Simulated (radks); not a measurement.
# Ho⁴⁺ in [Kr] 4d10 4f11 5s2 5p4: an all-electron calculation

What are the levels of the holmium ion Ho4+, how large are its shells, and how does its energy divide?

Program: radks (a radial shooting solver on a logarithmic mesh, Libxc functionals) version 1. Level of theory: scalar-relativistic Kohn-Sham, Wu-Cohen GGA, spin-unpolarised, spherical densities, finite nucleus. These are calculated values, not measurements, unless marked.

## Step 1: The system

```
element            : holmium (Z = 67)
charge             : +4
electrons          : 63
configuration      : [Kr] 4d10 4f11 5s2 5p4
nuclear rms radius : 5.2022 fm
```

Outer shells as boxes (Hund's rule):

Ho⁴⁺
```
[Kr] core
4d [↑↓][↑↓][↑↓][↑↓][↑↓]
4f [↑↓][↑↓][↑↓][↑↓][↑ ][↑ ][↑ ]
5s [↑↓]
5p [↑↓][↑ ][↑ ]
```

## Step 2: The run

Settings of this run:

```text
Z 67
configuration [Kr] 4d10 4f11 5s2 5p4 6s0 5d0
relativity scalar-relativistic
functional wc,pbe
spin unpolarised
nucleus finite rms 5.2022 fm
c 137.035999084
```

What does the calculation give?

The runs gave:

```
                        quantity                value
                    total energy  -12609.5504 hartree
exchange-correlation share of it               2.12 %
                            −T/E               1.0813
          highest occupied level       4f, -46.696 eV
    most extended occupied level  5p, <r> = 1.43 bohr
 radius at density 0.001 e/bohr³            3.03 bohr
    maxima of the radial density                    4
```

What this shows: The radial density shows 4 maxima for 5 occupied principal shells; where shells overlap, one shows as a shoulder or not at all. −T/E is 1.081: with relativity the kinetic term as defined here no longer equals −E. This is not the tabulated ground configuration, so its levels and sizes aren't those of the ground state, and no measured value stands beside it.
